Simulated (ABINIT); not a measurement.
The system is TaF3.

```xyz
4
Lattice="3.9012 0.0000 0.0000 0.0000 3.9012 0.0000 0.0000 0.0000 3.9012" Properties=species:S:1:pos:R:3 pbc="T T T"
Ta    0.0000    0.0000    0.0000
F     0.0000    0.0000    1.9506
F     0.0000    1.9506    0.0000
F     1.9506    0.0000    0.0000
```

Base run:

| Quantity | Value |
| --- | --- |
| Program | ABINIT 10.8.3 (patched build) |
| Functional | PBEsol |
| Potentials or basis | JTH PAW PBE v2.0 |
| Cutoff | 762 eV |
| k mesh | 7 × 7 × 7 |
| Occupations | fermi-dirac, width 0.05 eV |
| Spin | no spin polarisation |

Its results: band gap on the k mesh none (metal or under the smearing width); pressure 19.9 GPa.

The run is repeated on the same cell with these changes: functional from PBEsol to WC. What comes out?

Band gap on the k mesh none (metal or under the smearing width); pressure 20.3 GPa.

Caveats: the PAW data sets were made with another functional, which shifts forces and pressure a little; spin-orbit coupling is left out, which moves the levels of the heavy elements; the atomic spheres overlap.
